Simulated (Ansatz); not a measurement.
# C4H2Cl2Sn: how energies converge with the basis set

An exercise on one series of results from a longer session: the logs are not shown, and one member is left open.

Program: Ansatz 0.2.0, Gaussian basis. Level of theory: one geometry, several basis sets. These are calculated values, not measurements.

Plan: PBE0-D4/def2-SVP; ωB97M-V/def2-SVP; PBE0-D4/def2-QZVPP; ωB97M-V/def2-QZVPP; the functionals' def2-TZVPP values are taken from earlier runs.

1 further run of the same task is left out (for a known fault of the program). Runs told in other sessions of the task aren't counted.

## Structure used throughout

All runs share one geometry, relaxed beforehand with PBE0-D4 in a triple-zeta def2 set. Sn takes the def2 core potential; no spin-orbit term is included.

SMILES `C#[C][Sn]([Cl])([Cl])[C]#C`, 9 atoms, charge 0, spin multiplicity 1.

Atoms are counted from 1 here; the program's logs count them from 0.

Bond lengths: C1–C2 1.204 Å, C1–H8 1.067 Å, C2–Sn3 2.052 Å, Sn3–Cl4 2.302 Å, Sn3–Cl5 2.302 Å, Sn3–C6 2.052 Å, C6–C7 1.204 Å, C7–H9 1.067 Å. Angles: C2–C1–H8 180.0°, C1–C2–Sn3 179.7°, C2–Sn3–Cl4 109.0°, C2–Sn3–Cl5 109.0°, C2–Sn3–C6 113.3°, Cl4–Sn3–Cl5 107.2°, Cl4–Sn3–C6 109.1°, Cl5–Sn3–C6 109.0°, Sn3–C6–C7 179.7°, C6–C7–H9 180.0°.

Set-up of the first run:

in.yaml

```yaml
crystal:
  periodic: [false, false, false]
  atoms:
    - {symbol: C, position_ang: [0.781586, -2.672431, 0.736331]}
    - {symbol: C, position_ang: [0.546701, -1.646464, 0.151141]}
    - {symbol: Sn, position_ang: [0.149378, 0.097949, -0.854489]}
    - {symbol: Cl, position_ang: [-1.349431, -0.335166, -2.546551]}
    - {symbol: Cl, position_ang: [2.086595, 0.854605, -1.840268]}
    - {symbol: C, position_ang: [-0.609919, 1.575139, 0.351146]}
    - {symbol: C, position_ang: [-1.055666, 2.445220, 1.054349]}
    - {symbol: H, position_ang: [0.989741, -3.581337, 1.254320]}
    - {symbol: H, position_ang: [-1.450485, 3.216186, 1.676821]}
basis:
  gaussian: {orbitals: def2-SVP}
hamiltonian: {xc: pbe0, dispersion: d4}
output: {orbitals: {seedname: orbitals}}
```

On the command line:

```sh
$ ansatz run in.yaml --threads 4 --pin off --events-out ev --progress --plain --max-ram 11315MiB
```

Among the steps run: PBE0-D4 in def2-SVP; ωB97M-V in def2-SVP; PBE0-D4 in def2-QZVPP; ωB97M-V in def2-QZVPP.

One table of the session follows, with a row left open; its other results are not shown here.

It belongs to the step «Density functionals: the series». 

```
functional       basis  HOMO (eV)
   PBE0-D4    def2-SVP      -8.82
   PBE0-D4  def2-TZVPP      -8.88
   PBE0-D4  def2-QZVPP      -8.89
   ωB97M-V    def2-SVP     -11.07
   ωB97M-V  def2-TZVPP          ?
   ωB97M-V  def2-QZVPP     -11.17
```

Estimate the missing values for ωB97M-V, def2-TZVPP.

**Answer.** HOMO (eV): -11.16. In the column «HOMO (eV)» it lies between ωB97M-V, def2-QZVPP (-11.17) and ωB97M-V, def2-SVP (-11.07).
